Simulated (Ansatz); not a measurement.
# CAlF₂N: one species, many methods

The task here is to estimate one member of a computed series from the others.

Computed with Ansatz 0.2.0, Gaussian basis. Level: functionals in def2-TZVPP, the program's frozen cores in correlated methods.

The runs, in order: LDA (SPW92), PBE-D4, revPBE-D4, BLYP-D4, r2SCAN-D4, B97M-V, PBE0-D4, B3LYP-D4, r2SCANh-D4, r2SCAN0-D4, HSE06-D4, BHLYP-D4, CAM-B3LYP-D4, LC-ωPBE, ωB97X-V, ωB97M-V, B2PLYP, PBE-QIDH; CCSD(T)/def2-SVP; CCSD(T)/def2-TZVPP; MP2/def2-QZVPP; extrapolation to the limit; RPA on PBE.

## The geometry

The geometry comes from an earlier relaxation with PBE0-D4 in a triple-zeta def2 set; it is a stationary point.

SMILES `N#[C][Al]([F])[F]`, 5 atoms, charge 0, spin multiplicity 1.

Atoms are counted from 1 here; the program's logs count them from 0.

Bond lengths: N1–C2 1.152 Å, C2–Al3 1.905 Å, Al3–F4 1.627 Å, Al3–F5 1.627 Å. Angles: N1–C2–Al3 180.0°, C2–Al3–F4 119.3°, C2–Al3–F5 119.3°, F4–Al3–F5 121.5°.

Set-up of the first run:

Contents of in.yaml:

```yaml
crystal:
  periodic: [false, false, false]
  atoms:
    - {symbol: N, position_ang: [1.528495, -1.248620, 1.351812]}
    - {symbol: C, position_ang: [0.794109, -0.651908, 0.694086]}
    - {symbol: Al, position_ang: [-0.419721, 0.334391, -0.393136]}
    - {symbol: F, position_ang: [-1.703444, -0.425245, -1.042488]}
    - {symbol: F, position_ang: [-0.149640, 1.917682, -0.651773]}
basis:
  gaussian: {orbitals: def2-TZVPP}
hamiltonian: {xc: lda}
output: {orbitals: {seedname: orbitals}}
```

Among the steps run: LDA; PBE-D4 (GGA); revPBE-D4 (GGA); BLYP-D4 (GGA); r2SCAN-D4 (meta-GGA); B97M-V (meta-GGA); PBE0-D4 (hybrid); B3LYP-D4 (hybrid); r2SCANh-D4 (hybrid); r2SCAN0-D4 (hybrid); HSE06-D4 (hybrid); BHLYP-D4 (hybrid); CAM-B3LYP-D4 (range-separated); LC-ωPBE-D4 (range-separated; the results give it without D4); ωB97X-V (range-separated); ωB97M-V (range-separated); B2PLYP (double hybrid); PBE-QIDH (double hybrid).

One table of the session follows, with a row left open; its other results are not shown here.

It belongs to the step «Frontier levels by functional». 

| functional | HOMO (eV) | LUMO (eV) | gap (eV) |
| --- | --- | --- | --- |
| LDA (SPW92) | -9.13 | -3.20 | 5.93 |
| PBE-D4 | -8.98 | -2.89 | 6.08 |
| revPBE-D4 | -8.91 | -2.76 | 6.15 |
| BLYP-D4 | -8.90 | -2.81 | 6.09 |
| r2SCAN-D4 | -9.43 | -2.65 | 6.78 |
| B97M-V | -9.36 | -2.70 | 6.66 |
| PBE0-D4 | -10.53 | -2.03 | 8.49 |
| B3LYP-D4 | -10.24 | -2.30 | 7.94 |
| r2SCANh-D4 | -9.95 | -2.34 | 7.61 |
| r2SCAN0-D4 | -10.73 | -1.88 | 8.84 |
| HSE06-D4 | -10.12 | -2.41 | 7.71 |
| BHLYP-D4 | -11.73 | -1.23 | 10.50 |
| CAM-B3LYP-D4 | -11.97 | -1.07 | 10.90 |
| LC-ωPBE | -13.48 | 0.17 | 13.65 |
| ωB97X-V | ? | ? | ? |
| ωB97M-V | -12.87 | -0.20 | 12.67 |

Q: Estimate the row for ωB97X-V from the others.

**Answer.** HOMO (eV): -13.00; LUMO (eV): 0.05; gap (eV): 13.04. In the column «HOMO (eV)» it lies between LC-ωPBE (-13.48) and ωB97M-V (-12.87).
